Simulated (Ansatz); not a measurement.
**In3As: band structure with PBE**

In3As:

```
CELL_PARAMETERS angstrom
4.67168 0.00000 0.00000
0.00000 4.67168 0.00000
0.00000 0.00000 4.67168
ATOMIC_POSITIONS crystal
In 0.50000 0.50000 0.00000
In 0.50000 0.00000 0.50000
In 0.00000 0.50000 0.50000
As 0.00000 0.00000 0.00000
```

The cell comes from a database or a generator and needn't be the stable form of this composition.

```json
{"Program": "Ansatz 0.2.0", "Task": "band structure", "Functional": "PBE", "Potentials or basis": "all-electron LAPW, scalar-relativistic", "Cutoff": "158 eV (chosen from the basis error)", "Basis error allowed": "0.002 eV/atom", "k mesh": "6 × 6 × 6", "Occupations": "fermi-dirac, width 0.05 eV", "Spin": "no spin polarisation"}
```

- Pressure: 0.6 GPa
- Band gap along the path: none (metal or under the smearing width)

Levels at the corners of the path, in eV from the Fermi level:
```csv
point,band 40,band 41,band 42,band 43,band 44,band 45,band 46,band 47
Γ,-2.83,-2.83,-1.85,-1.85,2.11,2.11,2.11,4.60
X,-1.55,-1.55,-1.17,-0.01,-0.01,0.04,1.51,4.72
M,-5.78,-0.73,-0.34,0.47,0.47,1.79,1.98,1.98
Γ,-2.83,-2.83,-1.85,-1.85,2.11,2.11,2.11,4.60
R,-4.18,-3.91,-3.91,-3.91,-3.34,4.73,4.73,4.73
X,-1.55,-1.55,-1.17,-0.01,-0.01,0.04,1.51,4.72
```

It took 22 s on 2 threads of AMD EPYC 7R43 64-Core Processor (Zen 3) (shared host), peak memory 0.41 GiB.

Caveat: spin-orbit coupling is left out, which moves the levels of the heavy elements.
